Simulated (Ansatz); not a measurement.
# C2H11NSi: the cost of one run

Method: UKS B3LYP/6-31G, in Ansatz 0.2.0.

## (1) Starting point

Bond lengths: Si1–H3 1.487 Å, Si1–H4 1.458 Å, Si1–C5 1.892 Å, Si1–N7 2.122 Å, N7–C8 1.443 Å, C5–H9 1.084 Å, C5–H10 1.085 Å, C5–H11 1.083 Å, N7–H12 1.016 Å, C8–H13 1.095 Å, C8–H14 1.094 Å, C8–H15 1.090 Å. Angles (14 of 21 angles, heavy atoms first): C5–Si1–N7 111.5°, Si1–N7–C8 115.2°, H3–Si1–C5 103.4°, H3–Si1–N7 92.9°, H4–Si1–C5 119.5°, H4–Si1–N7 120.8°, Si1–C5–H9 109.8°, Si1–C5–H10 111.7°, Si1–C5–H11 112.3°, Si1–N7–H12 114.9°, C8–N7–H12 109.9°, N7–C8–H13 112.3°, N7–C8–H14 111.4°, N7–C8–H15 108.0°.

Structure file:

```xyz
15

Si   -0.6374   -0.5452    0.5055
H     0.6091    0.4914    1.4528
H    -1.2029   -1.2624   -0.6685
H    -0.2983   -1.6458    1.4003
C    -2.0129    0.6599    0.9888
H     1.0583    0.7650    0.6220
N     0.8575    0.4069   -0.6606
C     1.8157   -0.4802   -1.2754
H    -2.9710    0.1530    0.9645
H    -2.0688    1.4992    0.3042
H    -1.8792    1.0585    1.9874
H     0.5074    1.0679   -1.3476
H     1.3646   -1.1061   -2.0523
H     2.6467    0.0750   -1.7204
H     2.2111   -1.1370   -0.5006
```

## (2) Pulling towards end A

Springs on the bonds that form and break draw the guess towards this end; the thresholds are loose.

File input.yaml:

```yaml
crystal:
  periodic: [false, false, false]
  atoms:
    - { symbol: Si, position_ang: [-0.6374, -0.5452, 0.5055] }
    - { symbol: H, position_ang: [0.6091, 0.4914, 1.4528] }
    - { symbol: H, position_ang: [-1.2029, -1.2624, -0.6685] }
    - { symbol: H, position_ang: [-0.2983, -1.6458, 1.4003] }
    - { symbol: C, position_ang: [-2.0129, 0.6599, 0.9888] }
    - { symbol: H, position_ang: [1.0583, 0.765, 0.622] }
    - { symbol: "N", position_ang: [0.8575, 0.4069, -0.6606] }
    - { symbol: C, position_ang: [1.8157, -0.4802, -1.2754] }
    - { symbol: H, position_ang: [-2.971, 0.153, 0.9645] }
    - { symbol: H, position_ang: [-2.0688, 1.4992, 0.3042] }
    - { symbol: H, position_ang: [-1.8792, 1.0585, 1.9874] }
    - { symbol: H, position_ang: [0.5074, 1.0679, -1.3476] }
    - { symbol: H, position_ang: [1.3646, -1.1061, -2.0523] }
    - { symbol: H, position_ang: [2.6467, 0.075, -1.7204] }
    - { symbol: H, position_ang: [2.2111, -1.137, -0.5006] }
magnetization:
  spin_polarized: true
basis:
  gaussian: { orbitals: "6-31G" }
hamiltonian:
  xc: b3lyp
relax:
  f_tol: 0.15
  max_steps: 25
  restrain:
    - { distance: [0, 6], at: 3.12, k: 30.0 }
    - { distance: [5, 1], at: 1.92, k: 30.0 }
    - { distance: [0, 1], at: 1.42, k: 30.0 }
    - { distance: [5, 6], at: 1.02, k: 30.0 }
```

The run is started by

```sh
ansatz run input.yaml --threads 2 --pin off --max-ram 3072MiB --backend cpu --events-out ev --progress --plain --runs-dir out
```

Q: Estimate wall time and peak memory on 2 threads of Arm Neoverse V2, shared host.

About 34 s, with a peak of 0.2 GiB.
